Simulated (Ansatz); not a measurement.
# RuTe: the cost of one run

Program: Ansatz 0.2.0. Level of theory: DFT PBE+U (U_eff = 4 eV on Ru d), plane waves, PAW. These are calculated values, not measurements.

## 1. Starting point

It takes space group Fm-3m (No. 225, cubic). Conventional cell: a = 5.738 Å, b = 5.738 Å, c = 5.738 Å, α = 90.00°, β = 90.00°, γ = 90.00°. Ru (site symmetry m-3m) is surrounded by 6 Te at 2.87 Å. Te (site symmetry m-3m) is surrounded by 6 Ru at 2.87 Å.

Structure file:

```cif
data_structure
_symmetry_space_group_name_H-M 'Fm-3m'
_symmetry_Int_Tables_number 225
_cell_length_a 5.7377
_cell_length_b 5.7377
_cell_length_c 5.7377
_cell_angle_alpha 90.000
_cell_angle_beta 90.000
_cell_angle_gamma 90.000
_cell_volume 188.90
loop_
_atom_site_label
_atom_site_type_symbol
_atom_site_symmetry_multiplicity
_atom_site_Wyckoff_symbol
_atom_site_fract_x
_atom_site_fract_y
_atom_site_fract_z
_atom_site_occupancy
Ru1 Ru 4 b 0.50000 0.00000 0.00000 1
Te1 Te 4 a 0.00000 0.00000 0.00000 1
```

Magnetic order typed: ferromagnetic.

## 2. From atoms, symmetry kept, no search

The input, input.yaml:

```yaml
crystal:
  lattice:
    - [0.0, 2.86887472, 2.86887472]
    - [2.86887472, 0.0, 2.86887472]
    - [2.86887472, 2.86887472, 0.0]
  atoms:
    - { symbol: Ru, position: [0.5, 0.5, 0.5], spin: 4.0 }
    - { symbol: Te, position: [0.0, 0.0, 0.0] }
basis:
  ecutwfc: 420
  ecutrho_ratio: 4
kpoints:
  mp_grid: { grid: [6, 6, 6] }
hamiltonian:
  xc: pbe
  hubbard: { sites: [{ site: 0, l: d, u_eff: 4.0 }] }
scf:
  occupations: { method: gaussian, width: 0.05 }
  lower_state_search: "off"
  max_iter: 150
output:
  forces: true
  stress: true
  eigenvalues: true
  populations: true
  hubbard: { sites: [{ site: 0, l: d }] }
magnetization:
  spin_polarized: true
```

Run with:

```console
ansatz run input.yaml --threads 2 --pin off --max-ram 3072MiB --backend cpu --events-out ev --progress --plain --runs-dir out
```

**Question.** How long does this run take on 2 threads of Arm Neoverse V2, shared host, and how much memory does it need?

About 14 s, with a peak of 0.37 GiB.
